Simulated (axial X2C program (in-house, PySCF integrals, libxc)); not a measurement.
**All-electron X2C curves of SeAs⁺**

What are the state, bond length, wavenumber and bond energy of SeAs⁺, and what does spin–orbit coupling change?

Method: all-electron X2C, Se dyall-v3z, As dyall-v3z; program: an in-house X2C program for linear molecules on PySCF integrals.

All values are calculated.

**1. The job**

Input file task.json:

```json
{
 "zs": [
  34,
  33
 ],
 "q": 1,
 "bas": [
  "dyall-v3z",
  "dyall-v3z"
 ],
 "levels": [
  "PBE0",
  "HF",
  "TPSSh",
  "BP86"
 ],
 "cc": false,
 "r0": 2.21,
 "npts": 10,
 "nst": 2,
 "ntry": 6
}
```

Keys: zs atomic numbers; q charge; bas basis sets; levels methods (HF also brings MP2); cc coupled cluster on or off; r0 starting distance in Å; npts points asked for on the curve; nst determinants followed; ntry starts of the search.

On the command line:

```console
python so2c.py task.json out
```

Spin-free means the one-electron spin-free X2C Hamiltonian; two-component (2c) means X2C with spin–orbit coupling and atomic mean-field two-electron Coulomb and Gaunt terms. Basis: Se dyall-v3z contracted to [8s9p6d1f], As dyall-v3z contracted to [9s9p6d1f]; Gaussian nuclei, density fitting. Masses: Se 79.917 u, As 74.922 u.

Notation: σ, π±, δ± give the projection m of an orbital's angular momentum (0, ±1, ±2), α and β its spin, Λ and M_S the sums; ω is the projection of a spinor's total angular momentum and Ω the sum. Logs are in hartree.

The runs that follow: PBE0, spin-free; HF, spin-free; TPSSh, spin-free; BP86, spin-free; PBE0, 2c; HF, 2c; TPSSh, 2c; BP86, 2c.

**Question.** What will these runs give? Wanted: for each run, Hamiltonian; Re; ωe; De; μ.

**Answer**, as computed:

Lowest determinant that the search found at its distance, spin-free: M_S = 0, Λ = 0 (closed shell).

Lowest determinant that the search found at its distance, 2c: Ω = 0 (closed shell).

```tsv
Hamiltonian	level	Re (Å)	ωe (cm⁻¹)	De (eV)	μ (D)
spin-free	PBE0	2.058	481	5.26	1.36
spin-free	HF	2.024	532	1.79	1.71
spin-free	MP2	2.109	420	4.99	n/a
spin-free	TPSSh	2.067	468	5.46	1.30
spin-free	BP86	2.091	444	6.01	1.26
2c	PBE0	2.060	480	5.24	1.35
2c	TPSSh	2.069	467	5.44	1.30
2c	BP86	2.093	443	5.98	1.25
```

Dipoles are positive if As is the positive end and refer to the centre of mass. No constants: 2c HF (the solution changes its character somewhere along the scan, so the fit is set aside); 2c MP2 (the reference changes its character somewhere along the scan, so the fit is set aside).

What this shows: At PBE0, going from spin-free to two-component changes Re by +1 mÅ, ωe by -0.3 %, which is small (part of it comes from the scalar share of the two-electron terms). De moves by -0.02 eV; both De rest on single-determinant atoms, which can miss part of an open shell's spin–orbit lowering.

De refers to Se+ + As, each in the lowest determinant found, which need not be this curve's own limit. The state is a single determinant with fixed occupations, the lowest that a limited PBE0 search found. The closed shell is kept restricted; where the fragments are open shells, the energy then runs too high at long range. De is counted from the lowest determinant-based energies of the atoms at the same level, without counterpoise correction. The meta-GGAs lack a current-density term, which matters for open shells with orbital currents, atoms included.
